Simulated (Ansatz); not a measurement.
Run this with the Python package of Ansatz (0.2.0) and show what comes out.

`run_relaxed_scan.py`:
```python
import ansatz as az
from ase import Atoms
import numpy as np

config = {
    'basis_set': 'def2-SVP',
    'xc': 'PBE0',
}


def main() -> None:
    atoms = Atoms(['F', 'B', 'I', 'H'], positions=[
        (-0.2254, 0.9784, -1.0803),
        (-0.2329, 0.0418, -0.0318),
        (1.668, -0.7889, 0.6005),
        (-1.1541, -0.2916, 0.4913),
    ])
    molecule = az.Crystal.molecule_from_ase(atoms)

    calc = (
        molecule.calculation()
        .basis(gaussian=config['basis_set'])
        .functional(config['xc'])
    )
    symbols = [site.symbol for site in molecule.cartesian_sites]
    pairs = [(0, 1), (1, 2), (1, 3)]
    print('held (A)   E (eV)        ', '  '.join(f'{symbols[i]}{i}-{symbols[j]}{j}' for i, j in pairs))
    for length in [1.29, 1.41, 1.52, 1.69, 1.9]:
        report = calc.relax(constraints=[az.DistanceConstraint((0, 1), at=length)], force_tolerance=0.02, max_steps=60).run(threads=1, backend='cpu').report
        xyz = np.array(report['positions_ang'])
        print(f'{length:6.2f} {report["free_energy_ev"]:14.5f}  ', '  '.join(f'{np.linalg.norm(xyz[i] - xyz[j]):.3f}' for i, j in pairs))


if __name__ == '__main__':
    main()
```

```console
$ python run_relaxed_scan.py
held (A)   E (eV)         F0-B1  B1-I2  B1-H3
DeckWarning: relax.constraints: the input's atoms, or those drawn, lie off the distances that are held; a relaxation that starts there is brought onto them ahead of its first SCF, by positions alone, an atom by 5.80e-2 Å at the most. With the symmetry detection on, the symmetry is detected on the input's atoms as so brought (as typed, where only the drawn atoms reach the distances), and notices that speak of the structure as typed mean those atoms
  1.29   -11506.31902   1.290  2.129  1.204
  1.41   -11506.13816   1.410  2.106  1.201
  1.52   -11505.66046   1.520  2.088  1.198
  1.69   -11504.70380   1.690  2.067  1.196
  1.90   -11503.48851   1.900  2.047  1.194
```
(Warnings from the package without file and line, repeats left out.)

Notes:
- Total energies depend on the basis set; only differences at equal settings carry meaning.
- The energies are electronic: no zero-point or thermal terms, and the basis set is short of its limit.
- def2 sets replace the cores of elements past krypton by effective core potentials.
- The whole script took 46 s on 1 thread of Arm Neoverse V2, on a shared host, peak memory 0.2 GiB.
